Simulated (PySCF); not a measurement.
# C7H17N2Si+: excited states

Aim: compute the excited states of C7H17N2Si+ (`CN(C)/C([SiH3])=C/C=[N+](C)C`).

Computed with PySCF 2.14.0 and routines of our own; the level stands in each step. Atoms count from 0.

## Step 1: The starting structure

27 atoms, charge 1, multiplicity 1; geometry from: GFN2-xTB.

## Step 2: Optimising the geometry at PBE0-D3(BJ)/def2-SVP

Job settings and geometry (Å):

```
{"job": {"xc": "PBE0", "basis": "def2-SVP", "d3": "d3bj", "grid": 2, "kind": "geom"}, "charge": 1, "multiplicity": 1}
C     -2.441177     1.409216    -0.378649
N     -2.230386     0.004375    -0.086882
C     -3.437256    -0.714845     0.246075
C     -1.033465    -0.562297    -0.108412
Si    -0.932648    -2.492869    -0.017427
C      0.106661     0.233416    -0.269597
C      1.401380    -0.239190    -0.197293
N      2.493341     0.494554    -0.294600
C      3.808349    -0.089803    -0.209757
C      2.444599     1.924137    -0.504723
H     -1.913663     1.698422    -1.287524
H     -3.501895     1.586062    -0.535017
H     -2.102776     2.039198     0.447207
H     -3.976599    -1.008990    -0.657741
H     -4.085760    -0.067720     0.836951
H     -3.222764    -1.601309     0.836480
H     -2.055227    -3.001502    -0.799021
H      0.305366    -2.941875    -0.647435
H     -0.982405    -2.828081     1.403779
H     -0.017048     1.295385    -0.407914
H      1.570174    -1.291253    -0.023633
H      4.369373     0.363089     0.610177
H      4.355625     0.084541    -1.138721
H      3.744580    -1.161858    -0.038673
H      1.970342     2.160624    -1.459151
H      3.455552     2.321983    -0.513596
H      1.887830     2.413014     0.296614
```

Command:

```sh
$ OMP_NUM_THREADS=1 python excited_run.py task.json out
```

The driver reads the jobs from task.json and runs them one after another.

What it wrote:

```text
step   0  E = -674.79850649  max force = 0.011968
step   1  E = -674.80194349  max force = 0.002940
step   2  E = -674.80190719  max force = 0.003001
step   3  E = -674.80223484  max force = 0.001062
step   4  E = -674.80235641  max force = 0.001094
step   5  E = -674.80247000  max force = 0.001755
step   6  E = -674.80260196  max force = 0.001125
step   7  E = -674.80260827  max force = 0.004060
step   8  E = -674.80270467  max force = 0.001326
step   9  E = -674.80270221  max force = 0.001951
step  10  E = -674.80275869  max force = 0.000607
step  11  E = -674.80278310  max force = 0.000645
step  12  E = -674.80281425  max force = 0.000561
step  13  E = -674.80285376  max force = 0.000498
step  14  E = -674.80288196  max force = 0.000408
step  15  E = -674.80288731  max force = 0.000302
optimisation converged
```

Wall time 8.8 min (1 thread of Arm Neoverse V2, shared host); peak memory 1.1 GiB.

Relaxation path:

```
step  energy from step 0 (eV)  largest force component (eV/Å)
   0                   0.0000                          0.6154
   1                  -0.0935                          0.1512
   2                  -0.0925                          0.1543
   3                  -0.1015                          0.0546
   4                  -0.1048                          0.0563
   5                  -0.1079                          0.0902
   6                  -0.1114                          0.0578
   7                  -0.1116                          0.2088
   8                  -0.1142                          0.0682
   9                  -0.1142                          0.1003
  10                  -0.1157                          0.0312
  11                  -0.1164                          0.0332
  12                  -0.1172                          0.0288
  13                  -0.1183                          0.0256
  14                  -0.1191                          0.0210
  15                  -0.1192                          0.0155
```

Close pairs (by a distance rule), those that changed most:

```
   bond  before (Å)  after (Å)  change (Å)
Si4–H16       1.459      1.488      +0.028
Si4–H18       1.461      1.488      +0.026
Si4–H17       1.460      1.484      +0.024
  C5–C6       1.380      1.394      +0.013
 C6–H20       1.080      1.092      +0.013
 C5–H19       1.078      1.090      +0.012
 C0–H10       1.090      1.101      +0.011
  N7–C8       1.441      1.452      +0.011
```

The end geometry stands in the next job.

```
                         at the end point                value
rotational constants (GHz, main isotopes)  1.773, 0.577, 0.443
```

## Step 3: Excited states: TDA CAM-B3LYP/def2-SVP

Job settings and geometry (Å):

```
{"job": {"kind": "states", "xc": "CAM-B3LYP", "basis": "def2-SVP", "tda": true, "soc": true, "nstates": 6, "ntriplets": 5, "nquad": 4}, "charge": 1, "multiplicity": 1}
C     -2.706017     1.733730     0.086860
N     -2.533052     0.308824     0.324244
C     -3.769656    -0.424007     0.528203
C     -1.324144    -0.253325     0.330391
Si    -1.226400    -2.161456     0.613898
C     -0.185339     0.544607     0.110784
C      1.121857     0.061789     0.117704
N      2.208128     0.785980    -0.076016
C      3.529291     0.184055    -0.049253
C      2.131577     2.214045    -0.325953
H     -2.312585     2.018218    -0.901310
H     -3.774028     1.975414     0.116082
H     -2.194276     2.326076     0.861193
H     -4.396407    -0.375722    -0.375966
H     -4.329614     0.011960     1.369372
H     -3.583404    -1.477942     0.761737
H     -1.992784    -2.814219    -0.481424
H      0.192018    -2.594963     0.572586
H     -1.813298    -2.466033     1.946405
H     -0.323646     1.610330    -0.069330
H      1.309903    -0.999140     0.296265
H      4.142993     0.646204     0.738996
H      4.033334     0.327163    -1.017327
H      3.447668    -0.891151     0.151032
H      1.562036     2.419827    -1.245635
H      3.144097     2.614463    -0.447618
H      1.650166     2.732526     0.517689
```

Method: TDA CAM-B3LYP/def2-SVP excited states, vertical, gas phase, spin-orbit mean-field couplings.

What it wrote:

```text
coarse grid: 21896 points
cycle   1  E = -674.9980474436  dE =  1.484e+00  |g| = 3.401e-01  |ddm| = 5.097e+00
cycle   2  E = -675.0149753390  dE = -1.693e-02  |g| = 2.903e-01  |ddm| = 7.421e-01
cycle   3  E = -675.0328077181  dE = -1.783e-02  |g| = 8.067e-02  |ddm| = 2.882e-01
cycle   4  E = -675.0340836043  dE = -1.276e-03  |g| = 3.370e-02  |ddm| = 9.648e-02
cycle   5  E = -675.0343480188  dE = -2.644e-04  |g| = 5.005e-03  |ddm| = 3.456e-02
cycle   6  E = -675.0343548270  dE = -6.808e-06  |g| = 1.767e-03  |ddm| = 7.233e-03
final grid: 203696 points
cycle   7  E = -675.1421650918  dE = -4.887e-05  |g| = 4.887e-03  |ddm| = 2.967e-02
cycle   8  E = -675.1421660072  dE = -9.153e-07  |g| = 4.773e-03  |ddm| = 9.018e-03
cycle   9  E = -675.1421711458  dE = -5.139e-06  |g| = 9.210e-04  |ddm| = 4.301e-03
cycle  10  E = -675.1421713263  dE = -1.805e-07  |g| = 2.324e-04  |ddm| = 9.627e-04
cycle  11  E = -675.1421713398  dE = -1.353e-08  |g| = 9.162e-05  |ddm| = 3.143e-04
cycle  12  E = -675.1421713419  dE = -2.035e-09  |g| = 1.445e-05  |ddm| = 1.084e-04
cycle  13  E = -675.1421713420  dE = -1.000e-10  |g| = 1.312e-05  |ddm| = 3.678e-05
converged SCF energy = -675.1421713420

Singlet excitations
state   eV       nm        f     d(h-e)  d(exc)  Lambda  PR(NTO)  |dmu|/D   mu/D   main configurations
  1   4.9063   252.7   1.12944   0.498   3.156   0.685   1.112    0.826    2.510   H->L 0.94
  2   6.4707   191.6   0.00311   0.706   2.925   0.432   1.023    2.622    1.139   H-2->L 0.73, H-3->L 0.23
  3   7.1673   173.0   0.13883   0.672   3.840   0.643   2.028    2.111    3.614   H->L+1 0.45, H-1->L 0.41, H->L+2 0.08
  4   7.1843   172.6   0.01790   1.687   3.913   0.288   1.121    5.695    7.332   H->L+2 0.76
  5   7.2272   171.6   0.08768   0.605   3.254   0.679   2.115                     H->L+1 0.45, H-1->L 0.44
  6   7.3103   169.6   0.00490   1.984   3.575   0.381   1.036                     H-3->L 0.73, H-2->L 0.22

Triplet excitations (Tamm-Dancoff)
state   eV     d(h-e)  d(exc)  Lambda  PR(NTO)   main configurations
  1   2.6902   0.465   3.067   0.692   1.019   H->L 0.98
  2   5.0291   0.436   2.715   0.711   1.858   H-1->L 0.59, H->L+1 0.30
  3   5.7108   0.491   3.209   0.661   1.721   H->L+1 0.55, H-1->L 0.28
  4   5.9667   0.705   2.828   0.438   1.021   H-2->L 0.74, H-3->L 0.19
  5   6.2303   0.310   2.755   0.624   1.253   H-4->L 0.48, H-5->L 0.33
S1 - T1 = 2.2161 eV

Spin-orbit couplings |<S|Hso|T>| (cm-1)
             T1       T2       T3       T4       T5
S0        0.072    0.143    0.377    6.243    0.195
S1        0.013    0.126    0.311    5.471    0.336
S2        3.247    1.997    2.164    1.050    4.533
S3        0.437    0.966    1.479    9.485    0.333
S4        1.294    3.006    5.329    2.929    0.954
S5        0.085    0.160    0.595   12.976    0.888
S6        0.919    2.547    3.094   29.953    7.035
T1 sublevels (cm-1): 0.000 0.000 0.000   radiative rates (1/s): 0.000282 0.00108 0.00242
```

It took 97 s on 1 thread of Arm Neoverse V2, shared host; peak memory 1.1 GiB.

From this job:

```
  quantity    value
S1 less T1  2.22 eV
```

The fields below are evaluated on a grid from the run's orbitals.

Frontier orbitals at CAM-B3LYP/def2-SVP, with the share of their density that lies nearest to each atom:

```
orbital  energy (eV)                                   lies on
   HOMO       -11.34           C5 29 %; N1, N7 about 21 % each
   LUMO        -4.42  C3 29 %; C6 22 %; N1, N7 about 13 % each
```

ELF in a plane through or near 17 of the atoms.

Ten even steps from '0' (0.00) to '9' (1.00):
```
0000000000000000000000000000
0000000000000000000000000000
0000000000000000000000000000
0000000000000000000000000000
0000000000000000001897000000
0000187212000000445999300000
0000899846305810622997000000
0000799863309980344420000000
0000025567008971166424300000
0000001453546547676925610000
0000264875549484465612300000
0000354252545237870699600000
0000038970998027551399910000
0000069990992170762016400000
0000069980103995524200000000
0000003410009999223100000000
0000000000009998100000000000
0000000000001441000000000000
0000000000000000000000000000
0000000000000000000000000000
```
The map spans 13.9 Å across and 11.1 Å up, centred on the molecule. Atoms in the plane (x, y in Å): C0 (2.1, 1.9), N1 (2.2, 0.4), C2 (3.6, -0.1), C3 (1.1, -0.4), Si4 (1.4, -2.3), C5 (-0.2, 0.2), C6 (-1.3, -0.5), N7 (-2.6, 0.0), C8 (-3.7, -0.8), C9 (-2.8, 1.4), H11 (3.1, 2.3), H15 (3.6, -1.2), H17 (0.1, -3.0), H19 (-0.2, 1.3), H20 (-1.3, -1.6), H23 (-3.4, -1.9), H25 (-3.9, 1.7).

On the surface of density 0.002 e/bohr³ the electrostatic potential runs, from the 1st to the 99th percentile, from 3.10 to 4.62 V.

## Step 4: Outcome

| quantity | value |
| --- | --- |
| rotational constants (main isotopes) | 1.77, 0.58, 0.44 GHz |
| S1 less T1 (step 3, TDA CAM-B3LYP/def2-SVP) | 2.22 eV |

In words: Relaxing lowered the energy by 0.119 eV in 15 steps; the close pair that moved most is Si4–H16, from 1.459 to 1.488 Å. In step 3, the number of triplets below S1 is 1, and the largest singlet-triplet spin-orbit coupling is S6–T4, 29.95 cm⁻¹. At CAM-B3LYP/def2-SVP, counted by nearest atom on the grid, the HOMO lies on C5 29 %; N1, N7 about 21 % each, the LUMO on C3 29 %; C6 22 %.
